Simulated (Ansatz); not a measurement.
**Titanium, A15 under PBEsol: relaxation and energy**

What does PBEsol give for titanium in the A15 structure? We relax it, then solve it on a dense k-mesh. Spin polarisation is left out. The k-meshes are 5×5×5 for the relaxation; 7×7×7 for the dense run.

Method: DFT PBEsol, plane waves (420 eV) with PAW, scalar-relativistic; PAW files made under PBE, frozen cores solved again for the functional, in Ansatz 0.2.0.

**1. Starting point**

It takes space group Pm-3n (No. 223, cubic). Conventional cell: a = 5.208 Å, b = 5.208 Å, c = 5.208 Å, α = 90.00°, β = 90.00°, γ = 90.00°. Ti (site symmetry m-3) is surrounded by 12 Ti at 2.91 Å. Around Ti (site symmetry -4m2) lie 6 Ti at 2.60 to 2.91 Å.

As a file:

```cif
data_structure
_symmetry_space_group_name_H-M 'P 1'
_symmetry_Int_Tables_number 1
_cell_length_a 5.2081
_cell_length_b 5.2081
_cell_length_c 5.2081
_cell_angle_alpha 90.000
_cell_angle_beta 90.000
_cell_angle_gamma 90.000
_cell_volume 141.27
loop_
_atom_site_label
_atom_site_type_symbol
_atom_site_fract_x
_atom_site_fract_y
_atom_site_fract_z
_atom_site_occupancy
Ti1 Ti 0.00000 0.00000 0.00000 1
Ti2 Ti 0.50000 0.50000 0.50000 1
Ti3 Ti 0.25000 0.00000 0.50000 1
Ti4 Ti 0.75000 0.00000 0.50000 1
Ti5 Ti 0.50000 0.25000 0.00000 1
Ti6 Ti 0.50000 0.75000 0.00000 1
Ti7 Ti 0.00000 0.50000 0.25000 1
Ti8 Ti 0.00000 0.50000 0.75000 1
```

**2. Relaxation of the cell**

input.yaml reads:

```yaml
crystal:
  lattice:
    - [5.2080934678, 0.0, 0.0]
    - [0.0, 5.2080934678, 0.0]
    - [0.0, 0.0, 5.2080934678]
  atoms:
    - { symbol: Ti, position: [0.0, 0.0, 0.0] }
    - { symbol: Ti, position: [0.5, 0.5, 0.5] }
    - { symbol: Ti, position: [0.25, 0.0, 0.5] }
    - { symbol: Ti, position: [0.75, 0.0, 0.5] }
    - { symbol: Ti, position: [0.5, 0.25, 0.0] }
    - { symbol: Ti, position: [0.5, 0.75, 0.0] }
    - { symbol: Ti, position: [0.0, 0.5, 0.25] }
    - { symbol: Ti, position: [0.0, 0.5, 0.75] }
hamiltonian:
  xc: pbesol
  pseudopotentials:
    kind: paw
    azcp:
      Ti: "pseudopotentials/Ti.paw.azcp"
basis:
  ecutwfc: 420
  fft_grid_basis: typed
kpoints:
  mp_grid: { grid: [5, 5, 5], shift: [0, 0, 0] }
magnetization:
  spin_polarized: false
scf:
  occupations: { method: fermi_dirac, width: 0.1 }
relax:
  max_steps: 60
  f_tol: 0.01
  cell: {}
```

Run with:

```
ansatz run input.yaml --threads 4 --pin off --max-ram 8192MiB --backend cpu --events-out ev --progress --plain --runs-dir out
```

The runs that follow: Single point on a dense mesh.

**Question.** What will these runs give? Wanted: space group; conventional cell; volume; shortest distance; gap on the mesh; relative to hcp; highest ELF outside the cores.

As calculated:

```
                      quantity                               value
space group (spins left aside)                     Pm-3n (No. 223)
             conventional cell                         a = 5.117 Å
                        volume                      16.753 Å³/atom
             shortest distance                             2.559 Å
               gap on the mesh        none (levels filled in part)
               relative to hcp                       +185 meV/atom
 highest ELF outside the cores  0.61, 1.82 Å from the nearest atom
```

What this shows: The relaxation shrank the cell by 5.1 % in volume. It lies 185 meV/atom above the element's reference form at the same level (hcp, from a run of its own), so it is far from stable. Levels at the Fermi energy are filled in part, as in a metal. The symmetry was held, so the structure may be unstable against distortions that break it.
